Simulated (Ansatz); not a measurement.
# CsBe3: the cost of one run

Program: Ansatz 0.2.0. Level of theory: DFT PBE, scalar-relativistic, plane waves, PAW. These are calculated values, not measurements.

## (1) The system as given

It takes space group P-62m (No. 189, hexagonal). Conventional cell: a = 3.944 Å, b = 3.944 Å, c = 3.807 Å, α = 90.00°, β = 90.00°, γ = 120.00°. Around Cs (site symmetry -62m) lie 12 Be at 2.70 to 2.79 Å. Be (site symmetry m2m) has 4 Be at 1.98 Å in its first shell of neighbours.

Structure file:

```cif
data_structure
_symmetry_space_group_name_H-M 'P 1'
_symmetry_Int_Tables_number 1
_cell_length_a 3.9440
_cell_length_b 3.9440
_cell_length_c 3.8071
_cell_angle_alpha 90.000
_cell_angle_beta 90.000
_cell_angle_gamma 120.000
_cell_volume 51.29
loop_
_atom_site_label
_atom_site_type_symbol
_atom_site_fract_x
_atom_site_fract_y
_atom_site_fract_z
_atom_site_occupancy
Cs1 Cs 0.00000 0.00000 0.50000 1
Be1 Be 0.51623 0.00000 0.00000 1
Be2 Be 0.00000 0.51623 0.00000 1
Be3 Be 0.48377 0.48377 0.00000 1
```

The cell is invented: random cell by space group and Wyckoff sites (P-62m, No. 189). Lengths come from tabulated atomic sizes and are only a guess.

## (2) A first look at the guess

The input, input.yaml:

```yaml
crystal:
  lattice:
    - [3.94403159, 0.0, 0.0]
    - [-1.97201579, 3.41563155, 0.0]
    - [0.0, 0.0, 3.8071281]
  atoms:
    - { symbol: Cs, position: [0.0, 0.0, 0.5] }
    - { symbol: Be, position: [0.51622739, 0.0, 0.0] }
    - { symbol: Be, position: [0.0, 0.51622739, 0.0] }
    - { symbol: Be, position: [0.48377261, 0.48377261, 0.0] }
basis:
  ecutwfc: 420
kpoints:
  mp_grid: { grid: [6, 6, 4] }
hamiltonian:
  xc: pbe
scf:
  occupations: { method: gaussian, width: 0.1 }
  lower_state_search: "off"
output:
  forces: true
  stress: true
  eigenvalues: true
```

Launch:

```sh
ansatz run input.yaml --threads 1 --pin off --max-ram 2560MiB --backend cpu --events-out ev --progress --plain --runs-dir out
```

**Question.** How long does this run take on 1 thread of AMD EPYC 7B13 (Zen 3), shared host, and how much memory does it need?

About 1.3 s, with a peak of 0.36 GiB.
